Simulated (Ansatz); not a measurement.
This script makes relaxations under a series of pressures of TePb, space group Fm-3m with Ansatz 0.2.0 through its Python package.

`compress_tepb.py`
```python
import ansatz as az
import numpy as np

def edges_and_angles(cell):
    cell = np.asarray(cell)
    a, b, c = np.linalg.norm(cell, axis=1)
    cosines = cell[1] @ cell[2] / (b * c), cell[0] @ cell[2] / (a * c), cell[0] @ cell[1] / (a * b)
    return (a, b, c, *np.degrees(np.arccos(cosines)))

xtal = (
    az.Lattice.of([0.0, 3.231, 3.231], [3.231, 0.0, 3.231], [3.231, 3.231, 0.0])
    .atom("Te", [0.5, 0.5, 0.5])
    .atom("Pb", [0.0, 0.0, 0.0])
)

model = (
    xtal.calculation()
    .kpoints(6)
    .occupations("Fixed")
    .functional("pbe")
)

rows = []
for pressure in [0, 2, 4, 6, 8]:
    outcome = model.relax(cell=True, pressure=pressure, force_tolerance=0.01, max_steps=40).run(threads=1, backend="cpu")
    cell = outcome.lattice.cell_ang
    n_atoms = len(outcome.lattice.sites)
    volume = abs(np.linalg.det(cell)) / n_atoms
    enthalpy = outcome.report["free_energy_ev"] / n_atoms + pressure * volume / 160.21766
    rows.append((pressure, volume, enthalpy, *edges_and_angles(cell)))
    print(f"{pressure} GPa done: {volume:.4f} A^3/atom")

print(" P (GPa)  V (A^3/atom)  H (eV/atom)     a       b       c")
for row in rows:
    print("{:8.1f} {:12.4f} {:14.5f} {:7.4f} {:7.4f} {:7.4f}".format(*row[:6]))
p, v = np.array([row[0] for row in rows], float), np.array([row[1] for row in rows])
print("mean bulk modulus between rows (GPa):", np.round(-np.diff(p) / np.diff(np.log(v)), 1))
```

From its runs, with one value withheld:

| P (GPa) | relaxed V (Å³/atom) |
| --- | --- |
| 0 | 35.483 |
| 2 | 33.830 |
| 4 | 32.549 |
| 6 | 31.497 |
| 8 | ? |

What volume does the cell relax to at 8 GPa?

Murnaghan's form V = V0 (1 + B' P / B0)^(-1/B') through the 4 rows shown gives V0 = 35.482 Å³, B0 = 37.4 GPa and B' = 4.76, and so 30.619 Å³ an atom at 8 GPa. The run gave 30.576 Å³, 0.14 % away.

Reading the output:
- At a fixed pressure a relaxation lowers the enthalpy F + PV, while F alone can rise.
- Spin-orbit coupling, which matters for elements this heavy, is left out.
- The starting cell is as deposited in a crystallographic database; the results hold for this polymorph, which needn't be the stable one.
- Symmetry holds the cell in this phase, whether or not it is the stable one at each pressure.
- Hardware and time: 28 s on 1 thread of Arm Neoverse V1 (shared host), peak memory 0.42 GiB.
